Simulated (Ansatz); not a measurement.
**CH6BInOSi: how energies converge with the basis set**

How large a basis does CH6BInOSi need? Two functionals are run in growing sets.

Computed with Ansatz 0.2.0, Gaussian basis. Level: one geometry, several basis sets.

Plan: PBE0-D4/def2-SVP; ωB97M-V/def2-SVP; PBE0-D4/def2-QZVPP; ωB97M-V/def2-QZVPP; the functionals' def2-TZVPP values are taken from earlier runs.

### Step 1. The relaxed structure

All runs share one geometry, relaxed beforehand with PBE0-D4 in a triple-zeta def2 set. In takes the def2 core potential; no spin-orbit term is included.

11 atoms, charge 0, spin multiplicity 1.

Atoms are counted from 1 here; the program's logs count them from 0.

Bond lengths: B1–C2 1.586 Å, B1–In5 2.274 Å, B1–H6 1.208 Å, B1–H7 1.207 Å, C2–Si3 1.930 Å, C2–O4 1.249 Å, Si3–H8 1.487 Å, Si3–H9 1.485 Å, Si3–H10 1.485 Å, O4–In5 2.399 Å, In5–H11 1.744 Å. Angles: C2–B1–In5 86.4°, C2–B1–H6 113.1°, C2–B1–H7 115.4°, In5–B1–H6 111.5°, In5–B1–H7 114.2°, H6–B1–H7 113.5°, B1–C2–Si3 122.0°, B1–C2–O4 120.6°, Si3–C2–O4 117.4°, C2–Si3–H8 106.8°, C2–Si3–H9 109.7°, C2–Si3–H10 110.5°, H8–Si3–H9 109.1°, H8–Si3–H10 110.1°, H9–Si3–H10 110.6°, C2–O4–In5 89.2°, B1–In5–O4 63.7°, B1–In5–H11 174.4° and more.

### Step 2. PBE0-D4 in def2-SVP

File in.yaml:

```yaml
crystal:
  periodic: [false, false, false]
  atoms:
    - {symbol: B, position_ang: [-0.561516, 1.101466, -0.487096]}
    - {symbol: C, position_ang: [0.001416, -0.292870, 0.018004]}
    - {symbol: Si, position_ang: [1.197237, -0.425978, 1.527363]}
    - {symbol: O, position_ang: [-0.302458, -1.352673, -0.569949]}
    - {symbol: In, position_ang: [-1.543634, -0.068298, -2.171768]}
    - {symbol: H, position_ang: [-1.384018, 1.578740, 0.258577]}
    - {symbol: H, position_ang: [0.271445, 1.893297, -0.854990]}
    - {symbol: H, position_ang: [2.539905, 0.000027, 1.050829]}
    - {symbol: H, position_ang: [0.750115, 0.494507, 2.603087]}
    - {symbol: H, position_ang: [1.253279, -1.823703, 2.025000]}
    - {symbol: H, position_ang: [-2.221762, -1.104515, -3.399068]}
basis:
  gaussian: {orbitals: def2-SVP}
hamiltonian: {xc: pbe0, dispersion: d4}
output: {orbitals: {seedname: orbitals}}
```

The run is started by

```sh
ansatz run in.yaml --threads 2 --pin off --events-out ev --progress --plain --max-ram 32768MiB --backend cpu
```

Further steps of the session: ωB97M-V in def2-SVP; PBE0-D4 in def2-QZVPP; ωB97M-V in def2-QZVPP.

**Question.** What will the summary of the whole plan be? Wanted: PBE0-D4: double and triple zeta above quadruple; ωB97M-V: double and triple zeta above quadruple.

**Answer**, as computed:

| quantity | value |
| --- | --- |
| PBE0-D4: double and triple zeta above quadruple | 7.84, 0.52 eV |
| ωB97M-V: double and triple zeta above quadruple | 8.03, 0.48 eV |

What this shows: For PBE0-D4 the step from double to triple zeta gains 7.32 eV and the next only 0.52 eV. Total energies overstate the basis error of differences, where much of it tends to cancel.
